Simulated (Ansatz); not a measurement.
## CH3BrSSi, SMILES S=C[SiH2]Br: vertical spin-state energies, step by step

Program: the Ansatz DFT code, driven from Python.

The cells in order, each with its output:

In [1]:
```python
import ansatz as az
```

In [2]:
```python
BASIS = "6-31G*"
XC = "pbe0"
```

In [3]:
```python
geometry_ang = [
    ("S", (-2.0451, 1.2605, 0.0423)),
    ("C", (-0.9053, 0.3379, -0.6249)),
    ("Si", (0.4982, -0.1879, 0.4328)),
    ("Br", (1.9743, -1.4428, -0.7693)),
    ("H", (-0.899, -0.0199, -1.6841)),
    ("H", (0.0909, -0.9873, 1.6102)),
    ("H", (1.3473, 0.9715, 0.9473)),
]
system = az.Crystal.molecule()
for symbol, xyz in geometry_ang:
    system = system.atom(symbol, xyz)
```

In [4]:
```python
calculation = system.calculation().basis(gaussian=BASIS).functional(XC)
found = {}
for unpaired in [0, 2]:
    report = calculation.spin("collinear", total=unpaired).run(threads=1, backend="cpu").report
    s = unpaired / 2
    found[unpaired] = report["free_energy_ev"]
    print(f"2S+1 = {unpaired + 1}: E = {found[unpaired]:.5f} eV, <S^2> = {abs(report['mean_field']['state']['spin_squared']):.3f} (pure state {s * (s + 1):.2f})")
lowest = min(found, key=found.get)
for unpaired, e in found.items():
    print(f"multiplicity {unpaired + 1}: {96.485332 * (e - found[lowest]):.1f} kJ/mol above the lowest")
```
```text
2S+1 = 1: E = -89819.72033 eV, <S^2> = 0.000 (pure state 0.00)
2S+1 = 3: E = -89818.37572 eV, <S^2> = 2.006 (pure state 2.00)
multiplicity 1: 0.0 kJ/mol above the lowest
multiplicity 3: 129.7 kJ/mol above the lowest
```

In order: multiplicity 1 (+0.00 eV) and multiplicity 3 (+1.34 eV), all at the one geometry.

Reading the output:
- Total energies depend on the basis set; only differences at equal settings carry meaning.
- The geometry is a force-field or estimated start, not a minimum of this method, and the basis set is short of its limit. All parts are taken at fixed geometry, without zero-point energy.
- Wall time of the script: 12 s on 1 thread of Arm Neoverse V2 (shared host), peak memory 0.35 GiB.
